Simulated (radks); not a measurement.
**As in [Ar] 3d10 4s1 4p3 5s1: an all-electron calculation**

An exercise on one series of results from a longer session: the logs are not shown, and one member is left open.

Method: Dirac Kohn-Sham, exchange-only B88, spin-unpolarised, spherical densities, finite nucleus; open shells are shared between the two j in proportion to 2j + 1. Code: radks (a radial shooting solver on a logarithmic mesh, Libxc functionals) version 1.

### The system

| Property | Result |
| --- | --- |
| element | arsenic (Z = 33) |
| charge | 0 |
| electrons | 33 |
| configuration | [Ar] 3d10 4s1 4p3 5s1 |
| nuclear rms radius | 4.0968 fm |

Outer shells as boxes (Hund's rule):

As
```
[Ar] core
3d [↑↓][↑↓][↑↓][↑↓][↑↓]
4s [↑ ]
4p [↑ ][↑ ][↑ ]
5s [↑ ]
```

Set-up of the first run:

Settings of this run:

```text
Z 33
configuration [Ar] 3d10 4s1 4p3 5s1
relativity Dirac
functional b88,
spin unpolarised
j_filling average
nucleus finite rms 4.0968 fm
c 137.035999084
```

Launch:

```
python run_ks.py task.json out
```

All runs below come from this command, one after another.

One of the session's tables, all rows but one given; the rest of the session is left out.

It belongs to the step «Shells». Radial moments (bohr):

| level | <r> | outermost maximum (interpolated) | 90 % within | nodes |
| --- | --- | --- | --- | --- |
| 1s1/2 | 0.04549 | 0.0297 | 0.0813 | 0 |
| 2s1/2 | 0.2025 | 0.170 | 0.314 | 1 |
| 2p1/2 | 0.1746 | 0.134 | 0.286 | 0 |
| 2p3/2 | 0.1783 | 0.137 | 0.291 | 0 |
| 3s1/2 | 0.5983 | 0.522 | 0.894 | 2 |
| 3p1/2 | 0.6099 | 0.515 | 0.936 | 1 |
| 3p3/2 | 0.6206 | 0.524 | 0.952 | 1 |
| 3d3/2 | 0.6740 | 0.475 | 1.13 | 0 |
| 3d5/2 | 0.6787 | 0.477 | 1.14 | 0 |
| 4s1/2 | 1.866 | 1.58 | 2.78 | 3 |
| 4p1/2 | 2.304 | 1.87 | 3.54 | 2 |
| 4p3/2 | 2.347 | 1.90 | 3.60 | 2 |
| 5s1/2 | ? | ? | ? | ? |

Estimate the missing values for 5s1/2.

The run gave: <r>: 6.338; outermost maximum (interpolated): 5.30; 90 % within: 9.53; nodes: 4. In the column «<r>» it is the highest.
